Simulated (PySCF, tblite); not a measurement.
**C₇H₄F₃ radical: geometry, infrared bands and EPR parameters**

Wanted: the infrared bands and EPR parameters of C₇H₄F₃ radical (`FC(F)(F)c1cc[c]cc1`), by calculation.

The runs use tblite 0.8.0 and PySCF 2.14.0, with density-fitted response routines of our own; the level of theory stands in each step. All values are computed, except where a source is named. Atoms count from 0, in the outputs and in this text.

### 1 The starting structure

14 atoms, charge 0, multiplicity 2; geometry from: force field or distance geometry start.

Bonds of the start (Å): F0–C1 1.37, C1–F2 1.37, C1–F3 1.37, C1–C4 1.51, C4–C5 1.41, C5–C6 1.39, C6–C7 1.39, C7–C8 1.40, C8–C9 1.39, C9–C4 1.40, C5–H10 1.09, C6–H11 1.08, C8–H12 1.09, C9–H13 1.09.

### 2 Optimising the geometry with GFN2-xTB

The job: settings as JSON, then the geometry in Å.

```
{"job": {"kind": "relax", "xc": "GFN2-xTB", "basis": "xTB"}, "charge": 0, "multiplicity": 2}
F      2.540200     0.165000     1.138600
C      1.966500    -0.074900    -0.086300
F      2.459900    -1.296600    -0.466000
F      2.517700     0.836500    -0.940700
C      0.462700    -0.024200    -0.028600
C     -0.216100     1.188500    -0.258600
C     -1.604200     1.246500    -0.200700
C     -2.330300     0.098600     0.092100
C     -1.675100    -1.115300     0.317900
C     -0.290700    -1.173400     0.263500
H      0.346000     2.095100    -0.477900
H     -2.130500     2.177300    -0.368700
H     -2.265400    -2.001300     0.552000
H      0.218500    -2.122400     0.441100
```

On the command line:

```bash
$ OMP_NUM_THREADS=1 python probes_run.py task.json out
```

This one command runs all jobs of the session in turn.

**Question.** This job is followed by: GFN2-xTB harmonic vibrations, gas phase; UKS B3LYP, pcH-1 on C F H, non-relativistic, mean-field spin-orbit, GIAO. Predict these results of the whole session: strongest single infrared mode (GFN2-xTB); zero-point energy (GFN2-xTB); g(iso) (B3LYP); ⟨S²⟩; largest a(iso) (averaged by class); potential on the surface of density 0.002 e/bohr³, 1st and 99th percentile.

The runs gave:

```
                                                                  quantity                  value
                                 strongest single infrared mode (GFN2-xTB)  1030 cm⁻¹, 315 km/mol
                                              zero-point energy (GFN2-xTB)          55.2 kcal/mol
                                                            g(iso) (B3LYP)                2.00226
                                                                      ⟨S²⟩     0.757 (exact 0.75)
                                        largest a(iso) (averaged by class)   13C on C7, 403.7 MHz
potential on the surface of density 0.002 e/bohr³, 1st and 99th percentile     -0.66 V and 1.23 V
```

In words: Over 15 steps the energy fell by 0.152 eV; of the close pairs, C7–C8 changed most, 1.398 to 1.363 Å. No mode is imaginary among the 36: a minimum at this level. The strongest single mode, at 1030 cm⁻¹, moves mainly C1. Unscaled tight-binding wavenumbers are off by several per cent, some by more. Its intensities can rank the bands wrongly. Most of the unpaired spin sits on C7 (1.01 e). The isotropic g lies 0.1 ppt below the free-electron value. The conformer search found further structures of the same energy, which may be mirror or relabelled copies of this one.
